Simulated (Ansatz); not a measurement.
# C2H8AlClSi: basis-set convergence

How large a basis does C2H8AlClSi need? Two functionals are run in growing sets.

Method: one geometry, several basis sets; program: Ansatz 0.2.0, Gaussian basis.

Plan: PBE0-D4/def2-SVP; ωB97M-V/def2-SVP; PBE0-D4/def2-QZVPP; ωB97M-V/def2-QZVPP; the functionals' def2-TZVPP values are taken from earlier runs.

**1. Structure used throughout**

All runs share one geometry, relaxed beforehand with PBE0-D4 in a triple-zeta def2 set.

SMILES `C[SiH2][AlH][CH2]Cl`, 13 atoms, charge 0, spin multiplicity 1.

Atoms are counted from 1 here; the program's logs count them from 0.

Bond lengths: C1–Si2 1.885 Å, C1–H6 1.093 Å, C1–H7 1.092 Å, C1–H8 1.092 Å, Si2–Al3 2.448 Å, Si2–H9 1.494 Å, Si2–H10 1.496 Å, Al3–C4 1.970 Å, Al3–H11 1.586 Å, C4–Cl5 1.851 Å, C4–H12 1.087 Å, C4–H13 1.087 Å. Angles: Si2–C1–H6 110.8°, Si2–C1–H7 110.7°, Si2–C1–H8 111.1°, H6–C1–H7 107.9°, H6–C1–H8 108.0°, H7–C1–H8 108.3°, C1–Si2–Al3 111.8°, C1–Si2–H9 109.2°, C1–Si2–H10 108.9°, Al3–Si2–H9 110.8°, Al3–Si2–H10 110.3°, H9–Si2–H10 105.7°, Si2–Al3–C4 116.4°, Si2–Al3–H11 127.7°, C4–Al3–H11 115.9°, Al3–C4–Cl5 80.1°, Al3–C4–H12 121.9°, Al3–C4–H13 122.6° and more.

**2. PBE0-D4 in def2-SVP**

in.yaml reads:

```yaml
crystal:
  periodic: [false, false, false]
  atoms:
    - {symbol: C, position_ang: [-1.264535, 1.464924, 0.523409]}
    - {symbol: Si, position_ang: [-0.281575, 0.200991, 1.519080]}
    - {symbol: Al, position_ang: [1.029858, -1.274513, 0.072012]}
    - {symbol: C, position_ang: [1.220849, -0.713840, -1.806873]}
    - {symbol: Cl, position_ang: [-0.343193, -1.695627, -1.926549]}
    - {symbol: H, position_ang: [-0.595977, 2.107168, -0.054780]}
    - {symbol: H, position_ang: [-1.938449, 0.964886, -0.175885]}
    - {symbol: H, position_ang: [-1.862623, 2.101831, 1.178673]}
    - {symbol: H, position_ang: [-1.219720, -0.588636, 2.372749]}
    - {symbol: H, position_ang: [0.616127, 0.927286, 2.470328]}
    - {symbol: H, position_ang: [1.765425, -2.621997, 0.471888]}
    - {symbol: H, position_ang: [1.925200, -1.194440, -2.481499]}
    - {symbol: H, position_ang: [0.969014, 0.287271, -2.147653]}
basis:
  gaussian: {orbitals: def2-SVP}
hamiltonian: {xc: pbe0, dispersion: d4}
output: {orbitals: {seedname: orbitals}}
```

Launch:

```sh
> ansatz run in.yaml --threads 4 --pin off --events-out ev --progress --plain --max-ram 10444MiB
```

Further steps of the session: ωB97M-V in def2-SVP; PBE0-D4 in def2-QZVPP; ωB97M-V in def2-QZVPP.

Q: Predict the results of all the runs planned. Wanted: PBE0-D4: double and triple zeta above quadruple; ωB97M-V: double and triple zeta above quadruple.

**Answer**, as computed:

| quantity | value |
| --- | --- |
| PBE0-D4: double and triple zeta above quadruple | 12.81, 0.96 eV |
| ωB97M-V: double and triple zeta above quadruple | 12.89, 0.92 eV |

What this shows: PBE0-D4 gains 11.85 eV from double to triple zeta, then 0.96 eV more. These are total energies; as a rule much of such shifts cancels in differences, which this series doesn't test.
